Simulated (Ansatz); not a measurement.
Write the native input for Ansatz 0.2.0 that does the following.

* Task: band structure
* Functional: LDA
* Potentials or basis: all-electron LAPW, scalar-relativistic
* Cutoff: 264 eV (chosen from the basis error)
* Basis error allowed: 0.002 eV/atom
* k mesh: 12 × 12 × 12
* Occupations: fermi-dirac, width 0.05 eV
* Spin: no spin polarisation

Pt2W:

```xyz
3
Lattice="-1.3864 1.9822 4.1533 1.3864 -1.9822 4.1533 1.3864 1.9822 -4.1533" Properties=species:S:1:pos:R:3 pbc="T T T"
Pt    0.0000    0.0000    2.7974
Pt    0.0000    0.0000    5.5091
W     0.0000    0.0000    0.0000
```

The cell comes from a database or a generator and needn't be the stable form of this composition.

These files were run (other wordings do the same):

input.yaml

```yaml
crystal:
  lattice:
    - [-1.38636625, 1.98220299, 4.153262805]
    - [1.38636625, -1.98220299, 4.153262805]
    - [1.38636625, 1.98220299, -4.153262805]
  atoms:
    - { symbol: Pt, position: [0.3367753, 0.3367753, 0.0] }
    - { symbol: Pt, position: [0.6632247, 0.6632247, 0.0] }
    - { symbol: W, position: [0.0, 0.0, 0.0] }
kpoints:
  mp_grid: { grid: [12, 12, 12] }
  band_path:
    path:
      - [0.0, 0.0, 0.0]
      - [-0.2778558963, 0.2778558963, 0.2778558963]
      - [-0.0848011376, 0.0848011376, 0.4709106551]
      - [0.0, 0.0, 0.5]
      - [0.25, 0.25, 0.25]
      - [0.0, 0.5, 0.0]
      - [0.2778558963, 0.7221441037, -0.2778558963]
      - [0.5, 0.5, -0.5]
    npoints: 8
scf:
  occupations: { method: fermi_dirac, width: 0.05 }
hamiltonian:
  xc: lda
  pseudopotentials: { kind: all_electron, lapw: { basis_error: 0.002 } }
output:
  forces: true
  stress: true
  eigenvalues: true
```

Potentials or basis: all-electron LAPW, scalar-relativistic.

The run is started by

```bash
$ ansatz run input.yaml --threads 2 --pin off --max-ram 8192MiB --backend cpu --events-out ev --progress --plain --runs-dir out
```

Results of the run:

```
Pressure                : -10.5 GPa
Largest force           : 0.043 eV/Å
Band gap along the path : none (metal or under the smearing width)
```

Caveat: spin-orbit coupling is left out, which moves the levels of the heavy elements.

It took 82 s on 2 threads of Intel(R) Xeon(R) 6975P-C (Granite Rapids), on a shared host, peak memory 2 GiB.
